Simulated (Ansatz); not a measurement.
# ZnSi (triplet): geometry optimisation

Where does this start of ZnSi (triplet) end when it is relaxed?

Method: UKS PBE0/def2-TZVP; program: Ansatz 0.2.0, Gaussian basis.

### 1 Where the work starts

2 atoms, charge 0, spin multiplicity 3.

Atoms are counted from 1 here; the program's logs count them from 0.

Bond lengths: Zn1–Si2 2.330 Å.

The start is set by covalent radii. Sticks and bond lists go by distance. 

### 2 Relaxation

in.yaml

```yaml
crystal:
  periodic: [false, false, false]
  atoms:
    - {symbol: Zn, position_ang: [0.000000, 0.000000, 0.000000]}
    - {symbol: Si, position_ang: [0.000000, 0.000000, 2.330000]}
basis:
  gaussian: {orbitals: def2-TZVP}
magnetization: {spin_polarized: true, initial_magnetization: 2}
hamiltonian: {xc: pbe0}
relax: {f_tol: 0.004, max_steps: 80}
```

The run is started by

```
ansatz run in.yaml --threads 1 --pin off --events-out ev --progress --plain --max-ram 2176MiB
```

**Question.** What will these runs give? Wanted: energy gained; shift from the start; total energy; dipole moment; ⟨S²⟩.

**Answer**, as computed:

| quantity | value |
| --- | --- |
| steps | 4 |
| energy gained | 0.011 eV |
| shift from the start (rms) | 0.032 Å |
| total energy | -56284.8218 eV |
| dipole moment | 2.43 D |
| ⟨S²⟩ | 2.022 |

The bonds of the start are those of the end. Zn1–Si2 went from 2.330 to 2.393 Å. No vibrations were run, so this is a stationary point, not a proven minimum, and this spin need not be the ground state's.
